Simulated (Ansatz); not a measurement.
# CH₃AlSe: taking an electron away

One table from this session's results is given with a row withheld; the runs are named, their logs left out.

Program: Ansatz 0.2.0, Gaussian basis. Level of theory: unrestricted cation, the program's frozen cores in correlated methods. These are calculated values, not measurements.

The runs, in order: UKS PBE-D4/def2-TZVPP; UKS r2SCAN-D4/def2-TZVPP; UKS PBE0-D4/def2-TZVPP; UKS B3LYP-D4/def2-TZVPP; UKS wB97X-V/def2-TZVPP; UKS wB97M-V/def2-TZVPP; UKS B2PLYP/def2-TZVPP; UHF-CCSD(T)/def2-TZVPP; UHF-MP2/def2-QZVPP; extrapolation to the limit; then −ε(HOMO) from the neutral's earlier runs with LDA (SPW92), PBE-D4, revPBE-D4, BLYP-D4, r2SCAN-D4, B97M-V, PBE0-D4, B3LYP-D4, r2SCANh-D4, r2SCAN0-D4, HSE06-D4, BHLYP-D4, CAM-B3LYP-D4, LC-ωPBE, ωB97X-V, ωB97M-V.

**The geometry**

The geometry comes from an earlier relaxation with PBE0-D4 in a triple-zeta def2 set; it is a stationary point.

SMILES `[CH2]1[AlH][Se]1`, 6 atoms, charge 0, spin multiplicity 1.

Atoms are counted from 1 here; the program's logs count them from 0.

Bond lengths: C1–Al2 1.915 Å, C1–Se3 2.069 Å, C1–H4 1.087 Å, C1–H5 1.087 Å, Al2–Se3 2.242 Å, Al2–H6 1.569 Å. Angles: Al2–C1–Se3 68.4°, Al2–C1–H4 122.8°, Al2–C1–H5 122.8°, Se3–C1–H4 109.8°, Se3–C1–H5 109.8°, H4–C1–H5 111.6°, C1–Al2–Se3 59.1°, C1–Al2–H6 151.8°, Se3–Al2–H6 149.1°, C1–Se3–Al2 52.6°.

The first run:

Contents of in.yaml:

```yaml
crystal:
  periodic: [false, false, false]
  atoms:
    - {symbol: C, position_ang: [-0.227686, -0.087816, -0.781809]}
    - {symbol: Al, position_ang: [0.242398, 0.419069, 1.004567]}
    - {symbol: Se, position_ang: [0.476865, -1.699227, 0.308613]}
    - {symbol: H, position_ang: [-1.253080, -0.271744, -1.090942]}
    - {symbol: H, position_ang: [0.421033, 0.091988, -1.634821]}
    - {symbol: H, position_ang: [0.382568, 1.483729, 2.148192]}
basis:
  gaussian: {orbitals: def2-TZVPP}
total_charge: 1
magnetization: {spin_polarized: true, initial_magnetization: 1}
hamiltonian: {xc: pbe, dispersion: d4}
```

Started as:

```
$ ansatz run in.yaml --threads 2 --pin off --events-out ev --progress --plain --max-ram 4352MiB
```

Among the steps run: Cation, UKS PBE-D4/def2-TZVPP; Cation, UKS r2SCAN-D4/def2-TZVPP; Cation, UKS PBE0-D4/def2-TZVPP; Cation, UKS B3LYP-D4/def2-TZVPP; Cation, UKS wB97X-V/def2-TZVPP; Cation, UKS wB97M-V/def2-TZVPP; Cation, UKS B2PLYP (frozen core)/def2-TZVPP; Cation, UHF-CCSD(T)/def2-TZVPP; Cation, UHF-MP2/def2-QZVPP.

One table of the session follows, with a row left open; its other results are not shown here.

It belongs to the step «Ionisation energies side by side». For comparison, −ε(HOMO) of the neutral from earlier runs:

```
  functional  −ε(HOMO) (eV)
 LDA (SPW92)           5.75
      PBE-D4              ?
   revPBE-D4           5.56
     BLYP-D4           5.42
   r2SCAN-D4           5.82
      B97M-V           5.86
     PBE0-D4           6.65
    B3LYP-D4           6.41
  r2SCANh-D4           6.21
  r2SCAN0-D4           6.79
    HSE06-D4           6.26
    BHLYP-D4           7.53
CAM-B3LYP-D4           7.86
     LC-ωPBE           9.20
     ωB97X-V           8.86
     ωB97M-V           8.74
```

Q: Estimate the row for PBE-D4 from the others.

**Answer.** −ε(HOMO) (eV): 5.61. In the column «−ε(HOMO) (eV)» it lies between revPBE-D4 (5.56) and LDA (SPW92) (5.75).
